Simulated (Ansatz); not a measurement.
Working through the interaction energy of a dimer with the counterpoise correction of ClFH₂Si, SMILES F[SiH2]Cl

Computed with Ansatz's Python interface.

Typed at the interpreter:
```pycon
>>> import ansatz as az
>>> BASIS = "def2-SVPD"
>>> XC = "hf"
>>> FIRST = [
...     ("F", (-0.4793, 0.1333, 1.5502)),
...     ("Si", (0.0552, -0.0619, 0.0657)),
...     ("Cl", (-1.0896, 0.9926, -1.3037)),
...     ("H", (0.0531, -1.489, -0.2882)),
...     ("H", (1.4605, 0.4248, -0.0238)),
... ]
>>> SECOND = [
...     ("F", (-0.4632, -2.5321, -2.0045)),
...     ("Si", (0.5456, -1.7035, -2.9118)),
...     ("Cl", (2.4535, -2.5133, -2.8692)),
...     ("H", (0.596, -0.3043, -2.4627)),
...     ("H", (0.0646, -1.7095, -4.3219)),
... ]
>>> def energy(atoms, ghosts=()):
...     molecule = az.Crystal.molecule()
...     for symbol, xyz in atoms:
...         molecule = molecule.atom(symbol, xyz)
...     calc = molecule.calculation().basis(gaussian=BASIS).functional(XC)
...     deck = calc.input()
...     if ghosts:
...         deck = deck.set(az.key.basis.gaussian.ghost_atoms, [{"symbol": s, "position_ang": list(xyz)} for s, xyz in ghosts])
...     return az.Session.from_dict(deck).plan().execute().report["free_energy_ev"]
...
>>> # ghost atoms carry the functions of the partner
>>> both = energy(FIRST + SECOND)

>>> alone = energy(FIRST) + energy(SECOND)
>>> ghosted = energy(FIRST, SECOND) + energy(SECOND, FIRST)
>>> print(f"dimer {both:.6f} eV")
dimer -46195.669133 eV
>>> print(f"interaction, uncorrected   {(both - alone):8.3f} eV")
interaction, uncorrected      0.569 eV
>>> print(f"interaction, counterpoise  {(both - ghosted):8.3f} eV")
interaction, counterpoise     0.638 eV
>>> print(f"basis-set superposition    {(alone - ghosted):8.3f} eV")
basis-set superposition       0.069 eV
```

Uncorrected it is 0.569 eV, with the counterpoise correction 0.638 eV; the difference, 0.07 eV, is the superposition error. In this basis both values are repulsive.

Reading the output:
- Total energies depend on the basis set; only differences at equal settings carry meaning.
- The dimer is a generated trial pose of unrelaxed monomers, not a minimum, so the figure is no binding energy, and the basis set is small.
- Hartree-Fock leaves correlation out, so bond, atomisation and ionisation energies come out well too low.
- This level lacks the dispersion part of the attraction (electrostatics and induction are there), which can decide the sign where the interaction is weak.
- Finished in 12 s on 1 thread of Arm Neoverse V1 (shared host), peak memory 0.55 GiB.

(Lines on the test bed's own set-up are left out of the output.)
